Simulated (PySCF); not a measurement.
# C2H7FSi2: the cost of one run

The runs use PySCF 2.14.0, with density-fitted response routines of our own; the level of theory stands in each step. All values are computed, except where a source is named. Atoms count from 0, in the outputs and in this text.

### 1 The starting structure

12 atoms, charge 0, multiplicity 1; geometry from: PBE0-D3(BJ)/def2-SVP.

Bonds of the start (Å): F0–C1 1.36, C1–C2 1.51, C2–Si3 1.89, Si3–Si4 2.32, Si3–C1 1.89, C1–H5 1.10, C2–H6 1.10, C2–H7 1.10, Si3–H8 1.49, Si4–H9 1.49, Si4–H10 1.50, Si4–H11 1.49.

### 2 Excited states and response: LDA/def2-SVPD

The job: settings as JSON, then the geometry in Å.

```
{"job": {"kind": "uv", "xc": "LDA", "basis": "def2-SVPD", "ip": true}, "charge": 0, "multiplicity": 1}
F     -2.171531     1.758964     0.356340
C     -1.451257     0.621256     0.156929
C     -0.819932     0.000986     1.379128
Si     0.439810     0.648491     0.131931
Si     1.542580    -0.857941    -1.246322
H     -1.973967    -0.069194    -0.519220
H     -0.987816    -1.064734     1.568341
H     -0.899518     0.620385     2.280982
H      1.076249     1.930135     0.531978
H      2.743132    -1.439807    -0.572287
H      0.572811    -1.957013    -1.545356
H      1.971433    -0.217806    -2.526635
```

Level: TDDFT LDA/def2-SVPD, vertical, gas phase, core orbitals frozen in the response.

Launch:

```
OMP_NUM_THREADS=1 python probes_run.py task.json out
```

This one command runs all jobs of the session in turn.

**Question.** How long does this first job take on 1 thread of Arm Neoverse V1, shared host, and how much memory does it need?

About 68 s, with a peak of 0.47 GiB.
